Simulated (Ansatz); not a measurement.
# C2H7AlS2: the cost of one run

All numbers are computed with Ansatz 0.2.0, driven from Python. The levels of theory stand in the script.

**1. The structure**

Bond lengths: C1–Al2 1.925 Å, Al2–S3 2.245 Å, S3–S4 2.087 Å, S4–C5 1.819 Å, C1–H6 1.150 Å, C1–H7 1.129 Å, C1–H8 1.104 Å, Al2–H9 1.611 Å, C5–H10 1.110 Å, C5–H11 1.076 Å, C5–H12 1.119 Å. Angles (14 of 17 angles, heavy atoms first): C1–Al2–S3 118.9°, Al2–S3–S4 95.5°, S3–S4–C5 94.8°, C1–Al2–H9 120.5°, S3–Al2–H9 120.6°, Al2–C1–H6 112.6°, Al2–C1–H7 112.4°, Al2–C1–H8 112.4°, S4–C5–H10 106.4°, S4–C5–H11 110.0°, S4–C5–H12 110.2°, H6–C1–H7 106.0°, H6–C1–H8 106.1°, H7–C1–H8 106.7°.

The script holds or builds the structure itself.

**2. Script**

File run_methods.py:

```python
"""One geometry of C2H7AlS2, method by method."""

from pathlib import Path

import ansatz as az
import numpy as np

geometry = (
    az.Crystal.molecule()
    .atom("C", (-1.3451, 1.1212, 1.0081))
    .atom("Al", (-0.2814, -0.3329, 1.6868))
    .atom("S", (1.7942, -0.6262, 0.8824))
    .atom("S", (1.2273, -1.8901, -0.6791))
    .atom("C", (1.0827, -0.557, -1.908))
    .atom("H", (-1.6866, 1.8435, 1.8359))
    .atom("H", (-0.7844, 1.7506, 0.2571))
    .atom("H", (-2.2651, 0.7719, 0.5069))
    .atom("H", (-0.8678, -1.3161, 2.8206))
    .atom("H", (2.0856, -0.0864, -1.9803))
    .atom("H", (0.7494, -0.9593, -2.8487))
    .atom("H", (0.3681, 0.2257, -1.5477))
)

setup = geometry.calculation().basis(gaussian="def2-SVP")

print("functional    E (Ha)        dipole (D)   HOMO (eV)  LUMO (eV)")
for name in ["revpbe", "lda", "b3lyp", "r2scan"]:
    r = setup.functional(name).forces().orbitals().run(runs_dir="runs").report
    lines = Path(r["orbitals_path"]).read_text().splitlines()
    field_of = lambda key: [line.split("=")[1].strip() for line in lines if line.startswith(key)]
    orbitals = [(27.211386 * float(e), s, float(n)) for e, s, n in zip(field_of("Ene="), field_of("Spin="), field_of("Occup="))]
    homo = max(e for e, _, n in orbitals if n > 0.5)
    lumo = min(e for e, _, n in orbitals if n < 0.5)
    dipole = 4.803205 * np.linalg.norm(r["charge_distribution"]["dipole_moment_e_ang"])
    print(f"{name:10s} {r['free_energy_ev'] / 27.211386246:14.6f} {dipole:9.3f} {homo:11.3f} {lumo:10.3f}")
```

**3. The run**

Command:

```bash
> python run_methods.py
```

What time and memory should one allow on 1 thread of Arm Neoverse V1, shared host?

About 26 s, with a peak of 0.33 GiB.
